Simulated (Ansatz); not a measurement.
This script makes a test of the smearing width of TlBi3, space group Pm-3m with Ansatz 0.2.0, Python API.

`POSCAR`
```text
TlBi3
1.0
   5.03514500    0.00000000    0.00000000
   0.00000000    5.03514500    0.00000000
   0.00000000    0.00000000    5.03514500
Tl Bi
1 3
Direct
   0.00000000    0.00000000    0.00000000
   0.00000000    0.50000000    0.50000000
   0.50000000    0.00000000    0.50000000
   0.50000000    0.50000000    0.00000000
```

`tlbi3.py`:
```python
"""How the energy of TlBi3 depends on the smearing."""

import csv

import ansatz as az
from ase.io import read

atoms = read("POSCAR", format="vasp")
crystal = az.Crystal.from_ase(atoms)

base = (
    crystal.calculation()
    .functional(az.Functional.R2SCAN)
    .pseudopotentials("paw")
    .basis(550)  # cutoff of the orbital basis
    .kpoints(density=3.1)  # the mesh must be finer for metals
    .forces()  # eV per angstrom
    .stress()
)

rows = []
for value in [0.3, 0.2, 0.1, 0.05]:
    r = base.occupations("fermi_dirac", width=value).run(threads=1, backend="cpu").report
    rows.append((value, r["free_energy_ev"] / len(r["lattice"]["sites"]), r["n_iterations"], sum(r["stress_gpa"][i][i] for i in range(3)) / 3, max(abs(f) for row in r["forces_ev_ang"] for f in row), r["n_kpoints"]))

with open("smear.csv", "w", newline="") as handle:
    writer = csv.writer(handle)
    writer.writerow(["width (eV)", "F/atom (eV)", "iterations", "P (GPa)", "max component (eV/A)", "k-points"])
    writer.writerows([round(v, 5) if isinstance(v, float) else v for v in row] for row in rows)

# the last row is the reference
for row in rows[:-1]:
    shift = 1000 * (row[1] - rows[-1][1])
    print(f"{row[0]}: {shift:+.2f} meV/atom" + ("  (within 1 meV)" if abs(shift) < 1 else ""))
```

How much does the free energy per atom change between the narrowest and the widest smearing, and why?

Going from 0.05 to 0.3 eV changes F by -105.9 meV an atom. The report's estimate for zero width moves by -23.9 meV, so the entropy term explains only part of the change. The pressure moves from -0.55 to -0.05 GPa.

What the script printed:

```console
$ python tlbi3.py
0.3: -105.94 meV/atom
0.2: -54.75 meV/atom
0.1: -15.44 meV/atom
```

`smear.csv`, as written:
```csv
width (eV),F/atom (eV),iterations,P (GPa),max component (eV/A),k-points
0.3,-12172.87463,7,-0.04749,0.0,10
0.2,-12172.82344,7,-0.18411,0.0,10
0.1,-12172.78413,7,-0.35802,0.0,10
0.05,-12172.76869,7,-0.55127,0.0,10
```

What to keep in mind:
- The mesh is modest for a metal, so energies can be off by several to tens of meV an atom and pressures by half a GPa or more; differences at equal mesh fare better.
- The smearing is wide enough that free energy and stress hold a thermal part of the electrons.
- Forces vanish by symmetry here and test nothing.
- The narrowest width needs the finest mesh, so the last row is no converged reference.
- Pressure is positive in compression.
- Spin-orbit coupling, which matters for elements this heavy, is left out.
- This cell is a computed structure, which may not be the phase found in nature.
- Wall time of the script: 35 s on 1 thread of Arm Neoverse V1, with other jobs on the host, peak memory 0.8 GiB.

(Lines on the test bed's own set-up are left out of the output.)
